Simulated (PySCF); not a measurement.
# RuOF2: structure of the singlet

Where does singlet RuOF2 go from a trigonal planar start, is the end point a minimum, and what are its modes, charges and moments?

The runs use PySCF 2.14.0; PBE0, basis Ru def2-TZVP with ECP28, O def2-TZVP, F def2-TZVP, scalar-relativistic core potentials, no spin–orbit coupling, density fitting.

### Step 1. The system as given

4 atoms, charge 0, spin multiplicity 1.

Bond lengths: Ru1–O2 1.710 Å, Ru1–F3 1.890 Å, Ru1–F4 1.890 Å. Angles: O2–Ru1–F3 120.0°, O2–Ru1–F4 120.0°, F3–Ru1–F4 120.0°.

```xyz
4
charge 0 multiplicity 1
Ru    0.0000    0.0000   -0.0549
O     0.0000    0.0000   -1.7649
F    -1.6368    0.0000    0.8901
F     1.6368    0.0000    0.8901
```

### Step 2. Finding the electronic state

The steps below are one call of a driver around PySCF. For each, scf.py gives the equivalent set-up of the SCF; relaxations use the driver's own optimiser. After this first run the driver tries any further starts and a stability analysis.

The input, scf.py:

```python
from pyscf import gto, scf, dft
mol = gto.M(atom='''
Ru    -0.000000     0.000000    -0.054880
O     -0.000000     0.000000    -1.764880
F     -1.636790     0.000000     0.890120
F      1.636790     0.000000     0.890130''',
    basis={'Ru': 'def2-TZVP', 'O': 'def2-TZVP', 'F': 'def2-TZVP'},
    ecp={'Ru': 'def2-TZVP'},
    charge=0, spin=0)
mf = dft.RKS(mol, xc='PBE0')
mf.grids.atom_grid = (50, 194)
aux = {'Ru': 'def2-universal-JKFIT', 'O': 'def2-universal-JKFIT', 'F': 'def2-universal-JKFIT'}
mf = mf.density_fit(auxbasis=aux)
mf.conv_tol = 1e-08
mf.diis_space = 10
mf.max_cycle = 60
mf.init_guess = 'minao'
mf.verbose = 4
mf.kernel()
```

Started as:

```console
> OMP_NUM_THREADS=4 python axn.py task.json out
```

The program printed:

```text
init E= -361.642751201862
  HOMO = -0.606709160945697  LUMO = -0.574028401829633  gap/eV = 0.88929
cycle= 1 E= -369.417306638984  delta_E= -7.77  |g|= 1.06  |ddm|= 4.17
  HOMO = -0.125049369865025  LUMO = -0.101443908649294  gap/eV = 0.64234
cycle= 2 E= -368.647615645883  delta_E= 0.77  |g|= 2.26  |ddm|= 1.71
  HOMO = -0.274841787220205  LUMO = -0.158418517737239  gap/eV = 3.16804
cycle= 3 E= -369.535285120145  delta_E= -0.888  |g|= 0.691  |ddm|= 1.33
  HOMO = -0.29558290827821  LUMO = -0.202066672500624  gap/eV = 2.54471
cycle= 4 E= -369.6055541746  delta_E= -0.0703  |g|= 0.318  |ddm|= 0.388
  HOMO = -0.325998550492268  LUMO = -0.221694666342408  gap/eV = 2.83825
cycle= 5 E= -369.613271567931  delta_E= -0.00772  |g|= 0.24  |ddm|= 0.231
  HOMO = -0.310422280993376  LUMO = -0.203348940528446  gap/eV = 2.91361
cycle= 6 E= -369.623358859665  delta_E= -0.0101  |g|= 0.0105  |ddm|= 0.118
  HOMO = -0.311172708711234  LUMO = -0.203839279591534  gap/eV = 2.92069
cycle= 7 E= -369.623417091587  delta_E= -5.82e-05  |g|= 0.00777  |ddm|= 0.0224
  HOMO = -0.311371632226326  LUMO = -0.203821794824854  gap/eV = 2.92658
cycle= 8 E= -369.623434448491  delta_E= -1.74e-05  |g|= 0.00421  |ddm|= 0.0102
  HOMO = -0.311420951477091  LUMO = -0.203591748545875  gap/eV = 2.93418
cycle= 9 E= -369.623440926569  delta_E= -6.48e-06  |g|= 0.00037  |ddm|= 0.00764
  HOMO = -0.311442930229959  LUMO = -0.203585742397923  gap/eV = 2.93494
cycle= 10 E= -369.623441038247  delta_E= -1.12e-07  |g|= 0.000241  |ddm|= 0.00161
  HOMO = -0.311434127499587  LUMO = -0.203585405467557  gap/eV = 2.93471
cycle= 11 E= -369.623441048607  delta_E= -1.04e-08  |g|= 6.43e-05  |ddm|= 0.000128
  HOMO = -0.311432673423327  LUMO = -0.203585283474553  gap/eV = 2.93468
cycle= 12 E= -369.623441049094  delta_E= -4.87e-10  |g|= 3.72e-05  |ddm|= 4.89e-05
  HOMO = -0.311431376787473  LUMO = -0.203585312567455  gap/eV = 2.93464
Extra cycle  E= -369.623441047626  delta_E= 1.47e-09  |g|= 0.000101  |ddm|= 6.58e-05
converged SCF energy = -369.623441047626
```

This step, with its further starts and checks, took 8.7 s on 4 threads of Arm Neoverse V2, shared host.

The starts that the driver tried:

```
                      start  energy (Eh)
    the minimal-basis guess  -369.623441
a thermally smeared density  -369.623441
      a smeared PBE density  -369.623441
```

No lower closed-shell solution turned up from the other starts or in the test of internal stability.

### Step 3. Trigonal planar start, singlet: relaxation

The program finds C2v symmetry in the start, which this walk keeps. Threshold on the gradient: 0.0003 Eh/bohr, with a further test on the energy change.

scf.py, as its differences from that of step 2:

```diff
@@ -3,4 +3,4 @@
-Ru    -0.000000     0.000000    -0.054880
-O     -0.000000     0.000000    -1.764880
-F     -1.636790     0.000000     0.890120
-F      1.636790     0.000000     0.890130''',
+Ru     0.000000     0.000000    -0.054882
+O      0.000003     0.000000    -1.764882
+F     -1.636791     0.000000     0.890120
+F      1.636789     0.000000     0.890126''',
@@ -17 +16,0 @@
-mf.init_guess = 'minao'
```

The optimiser's trace:

```
step  energy (Eh)  change (kJ/mol)  largest symmetric gradient (Eh/bohr)
   0  -369.623441             0.00                               0.12053
   1  -369.643581           -52.88                               0.05393
   2  -369.647061           -62.01                               0.01971
   3  -369.648917           -66.89                               0.01121
   4  -369.649836           -69.30                               0.00178
   5  -369.649844           -69.32                               0.00084
   6  -369.649848           -69.33                               0.00001
```

The walk took 12 s.

Geometry (Å) and forces (eV/Å) at some steps:

```
step 0
Ru   0.000   0.000  -0.055   0.000   0.000  -5.200
O    0.000   0.000  -1.765   0.000   0.000   6.198
F   -1.637   0.000   0.890   1.675   0.000  -0.499
F    1.637   0.000   0.890  -1.675   0.000  -0.499
step 1
Ru   0.000   0.000  -0.113   0.000   0.000   2.010
O    0.000   0.000  -1.661   0.000   0.000  -2.773
F   -1.553   0.000   0.867   0.145   0.000   0.382
F    1.553   0.000   0.867  -0.145   0.000   0.382
step 3
Ru   0.000   0.000  -0.171   0.000   0.000  -0.576
O    0.000   0.000  -1.763   0.000   0.000   0.544
F   -1.460   0.000   0.947   0.274   0.000   0.016
F    1.460   0.000   0.947  -0.274   0.000   0.016
step 6
Ru   0.000   0.000  -0.211   0.000   0.000   0.000
O    0.000   0.000  -1.796   0.000   0.000   0.000
F   -1.389   0.000   0.984   0.001   0.000   0.000
F    1.389   0.000   0.984  -0.001   0.000   0.000
```

After 6 steps and 69.3 kJ/mol it ends at C2v: Ru–F 1.833 Å (×2), Ru–O 1.585 Å; F–Ru–F 98.6°, F–Ru–O 130.7° (×2).

### Step 4. Frequencies

On the finer grid the gradient is checked again; gradients at displacements of ±0.02 bohr then give force constants and infrared intensities.

scf.py, as its differences from that of step 3:

```diff
@@ -3,4 +3,4 @@
-Ru     0.000000     0.000000    -0.054882
-O      0.000003     0.000000    -1.764882
-F     -1.636791     0.000000     0.890120
-F      1.636789     0.000000     0.890126''',
+Ru     0.000000     0.000000    -0.124915
+O      0.000003     0.000000    -1.709949
+F     -1.395979     0.000000     1.062697
+F      1.395975     0.000000     1.062701''',
@@ -11 +11 @@
-mf.grids.atom_grid = (50, 194)
+mf.grids.atom_grid = (75, 302)
@@ -14 +14 @@
-mf.conv_tol = 1e-08
+mf.conv_tol = 1e-10
```

This SCF starts from the last density.

Log of the central SCF (cycles and frontier levels):

```text
init E= -369.649711475069
  HOMO = -0.301222321228754  LUMO = -0.167592345808657  gap/eV = 3.63626
cycle= 1 E= -369.649711474993  delta_E= 7.65e-11  |g|= 2.39e-05  |ddm|= 1.67e-05
  HOMO = -0.301222154899445  LUMO = -0.167591593244588  gap/eV = 3.63627
cycle= 2 E= -369.649711474555  delta_E= 4.37e-10  |g|= 5.66e-05  |ddm|= 3.92e-05
  HOMO = -0.301221892939827  LUMO = -0.167591946143794  gap/eV = 3.63626
cycle= 3 E= -369.649711475078  delta_E= -5.23e-10  |g|= 7.44e-06  |ddm|= 2.79e-05
  HOMO = -0.301222154488195  LUMO = -0.167592035155046  gap/eV = 3.63626
cycle= 4 E= -369.649711475088  delta_E= -9.66e-12  |g|= 2.28e-07  |ddm|= 3.04e-06
  HOMO = -0.301222172592234  LUMO = -0.167592072695427  gap/eV = 3.63626
Extra cycle  E= -369.649711475087  delta_E= 1.14e-13  |g|= 4.36e-07  |ddm|= 2.59e-07
converged SCF energy = -369.649711475087
```

The whole step took 38 s.

Geometry: C2v; Ru–F 1.833 Å (×2), Ru–O 1.585 Å; F–Ru–F 99.2°, F–Ru–O 130.4° (×2).

Harmonic modes (main isotopes):

```json
{"symmetry": "a1", "ω (cm⁻¹)": "178", "IR (km/mol)": "8.0", "type": "bend"}
{"symmetry": "b1", "ω (cm⁻¹)": "197", "IR (km/mol)": "10.1", "type": "bend"}
{"symmetry": "b2", "ω (cm⁻¹)": "204", "IR (km/mol)": "24.5", "type": "bend"}
{"symmetry": "b2", "ω (cm⁻¹)": "640", "IR (km/mol)": "148", "type": "stretch"}
{"symmetry": "a1", "ω (cm⁻¹)": "680", "IR (km/mol)": "102", "type": "stretch"}
{"symmetry": "a1", "ω (cm⁻¹)": "1158", "IR (km/mol)": "189", "type": "stretch"}
```

Every mode is real; the point is a minimum.

Properties at this point:

* Dipole moment: 1.99 D
* Highest occupied level: -8.20 eV
* Lowest empty level: -4.56 eV
* Rotational constants: 0.2277, 0.1847, 0.102 cm⁻¹
* Zero-point energy: 18.3 kJ/mol
* Principal polarisabilities: 27.1, 32.0, 43.3 bohr³
* Atomisation energy without zero-point energy: 1272 kJ/mol
* Principal traceless quadrupole moments about the centre of mass: -2.26, -1.63, 3.89 D Å
* Entropy at 298.15 K and 1 bar: 303.4 J/(mol K)
* Heat capacity Cp at 298.15 K: 65.0 J/(mol K)
* Enthalpy at 298.15 K above 0 K: 15.16 kJ/mol
* Rotational symmetry number: 2

Charges (e) and bond orders:

```tsv
atom	Mulliken	Löwdin	polar tensor	Mayer order to Ru1
Ru1	1.37	0.68	1.97	–
O2	-0.43	-0.14	-0.65	2.07
F3,4	-0.47	-0.27	-0.66	0.75
```

Outer orbital energies (eV). occupied: -13.63, -12.76, -12.23, -12.22, -12.17, -11.84, -8.28, -8.20; empty: -4.56, -3.71, -2.77, 0.34.

Mulliken populations on Ru1 (outside its core potential): s 2.34, p 6.13, d 6.12, f 0.04.

### Step 5. The broken-symmetry singlet

A stability analysis found the closed shell of the lowest minimum unstable towards spin polarisation, so the unrestricted solution is followed.

The program finds C2v symmetry in the start, which may break. Threshold on the gradient: 0.0003 Eh/bohr, with a further test on the energy change.

scf.py, as its differences from that of step 4:

```diff
@@ -3,4 +3,4 @@
-Ru     0.000000     0.000000    -0.124915
-O      0.000003     0.000000    -1.709949
-F     -1.395979     0.000000     1.062697
-F      1.395975     0.000000     1.062701''',
+Ru     0.000000     0.000000    -0.126835
+O      0.000003     0.000000    -1.711869
+F     -1.395979     0.000000     1.060777
+F      1.395975     0.000000     1.060782''',
@@ -10,2 +10,2 @@
-mf = dft.RKS(mol, xc='PBE0')
-mf.grids.atom_grid = (75, 302)
+mf = dft.UKS(mol, xc='PBE0')
+mf.grids.atom_grid = (50, 194)
@@ -14 +14 @@
-mf.conv_tol = 1e-10
+mf.conv_tol = 1e-08
```

Energy and gradient, step by step:

```
step  energy (Eh)  change (kJ/mol)  largest gradient (Eh/bohr)
   0  -369.651047             0.00                     0.01324
   1  -369.651231            -0.48                     0.00495
   2  -369.651282            -0.62                     0.00143
   3  -369.651273            -0.59                     0.00160
   4  -369.651300            -0.66                     0.00148
   5  -369.651305            -0.68                     0.00011
   6  -369.651305            -0.68                     0.00004
```

The walk took 22 s.

End point (C2v, 6 steps, 0.7 kJ/mol gained): Ru–F 1.836 Å (×2), Ru–O 1.597 Å; F–Ru–F 102.5°, F–Ru–O 128.7° (×2).

### Step 6. Frequencies

As before: finer grid, then central differences.

scf.py, as its differences from that of step 5:

```diff
@@ -3,4 +3,4 @@
-Ru     0.000000     0.000000    -0.126835
-O      0.000003     0.000000    -1.711869
-F     -1.395979     0.000000     1.060777
-F      1.395975     0.000000     1.060782''',
+Ru     0.000000    -0.000004    -0.110655
+O      0.000003    -0.000064    -1.708010
+F     -1.440723     0.000038     1.027447
+F      1.440720     0.000038     1.027451''',
@@ -11 +11 @@
-mf.grids.atom_grid = (50, 194)
+mf.grids.atom_grid = (75, 302)
@@ -14 +14 @@
-mf.conv_tol = 1e-08
+mf.conv_tol = 1e-10
```

Log of the central SCF (cycles and frontier levels):

```text
init E= -369.651322339239
[... the frontier-level lines of each cycle are left out ...]
cycle= 1 E= -369.651322339234  delta_E= 5.34e-12  |g|= 4.23e-06  |ddm|= 2.56e-06
Extra cycle  E= -369.651322339161  delta_E= 7.28e-11  |g|= 1.49e-05  |ddm|= 8.36e-06
converged SCF energy = -369.651322339161  <S^2> = 0.42601977  2S+1 = 1.6444084
```

The whole step took 83 s on 4 threads of Arm Neoverse V2, shared host.

Geometry: C2v; Ru–F 1.836 Å (×2), Ru–O 1.597 Å; F–Ru–F 103.4°, F–Ru–O 128.3° (×2).

Modes, for the most abundant isotopes:

| ω (cm⁻¹) | IR (km/mol) |
| --- | --- |
| 156 | 10.9 |
| 192 | 12.5 |
| 201 | 21.7 |
| 649 | 153 |
| 672 | 83.7 |
| 1080 | 227 |

Every mode is real; the point is a minimum.

Here the density breaks the symmetry of the frame, and no labels are given.

Constants and moments:

```
Dipole moment                                                   : 1.65 D
Highest occupied level                                          : -8.38 eV
Lowest empty level                                              : -4.45 eV
Rotational constants                                            : 0.2137, 0.1915, 0.101 cm⁻¹
Zero-point energy                                               : 17.6 kJ/mol
Principal polarisabilities                                      : 26.0, 32.7, 43.3 bohr³
Atomisation energy without zero-point energy                    : 1276 kJ/mol
Principal traceless quadrupole moments about the centre of mass : -2.87, -1.88, 4.74 D Å
Entropy at 298.15 K and 1 bar                                   : 304.9 J/(mol K)
Heat capacity Cp at 298.15 K                                    : 65.5 J/(mol K)
Enthalpy at 298.15 K above 0 K                                  : 15.30 kJ/mol
Rotational symmetry number                                      : 2
Spin squared ⟨S²⟩                                               : 0.426
```

Populations by atom (charges in e):

```tsv
atom	Mulliken	Löwdin	polar tensor	spin (Mulliken)	Mayer order to Ru1
Ru1	1.40	0.72	2.02	0.00	–
O2	-0.45	-0.16	-0.71	0.00	2.05
F3,4	-0.47	-0.28	-0.65	0.00	0.74
```

Outer orbital energies (eV). α occupied: -13.63, -12.84, -12.16, -12.11, -12.09, -11.81, -8.41, -8.38; empty: -4.45, -3.59, -2.86, 0.24. β occupied: -13.63, -12.84, -12.16, -12.11, -12.09, -11.81, -8.41, -8.38; empty: -4.45, -3.59, -2.86, 0.24.

Mulliken populations on Ru1 (outside its core potential): s 2.33, p 6.14, d 6.10, f 0.04.

### Step 7. All stationary points

| spin | group | bonds | imaginary modes (cm⁻¹) | ΔE (kJ/mol) | with zero-point energy |
| --- | --- | --- | --- | --- | --- |
| broken-symmetry (Ms = 0) | C2v (density of lower symmetry) | Ru–F 1.836 Å (×2), Ru–O 1.597 Å | none | 0.0 | 0.0 |
| singlet | C2v | Ru–F 1.833 Å (×2), Ru–O 1.585 Å | none | 4.2 | 4.9 |

### Step 8. Summary of results

| quantity | value |
| --- | --- |
| minimum | broken-symmetry (Ms = 0), C2v |
| geometry | Ru–F 1.836 Å (×2), Ru–O 1.597 Å; F–Ru–F 103.4°, F–Ru–O 128.3° (×2) |
| wavenumbers (cm⁻¹) | 156, 192, 201, 649, 672, 1080 |
| dipole moment | 1.65 D |
| highest occupied, lowest empty level (either spin) | -8.38, -4.45 eV |
| polar-tensor charge of Ru1 | +2.02 e |
| zero-point energy | 17.6 kJ/mol |
| entropy at 298.15 K | 304.9 J/(mol K) |
| atomisation energy (no zero-point energy) | 1276 kJ/mol |
| ⟨S²⟩ | 0.426 |

What this shows: The trigonal planar start keeps its C2v symmetry and ends in a minimum. The determinant is spin-contaminated (⟨S²⟩ = 0.43 against 0.00), so it is no pure spin state. The strongest infrared band lies at 1080 cm⁻¹ (stretch). Only this shape and spin were tried, so other structures or states may lie lower. The SCF density has lower symmetry than the nuclear frame.

The search up to here took 2.8 min.
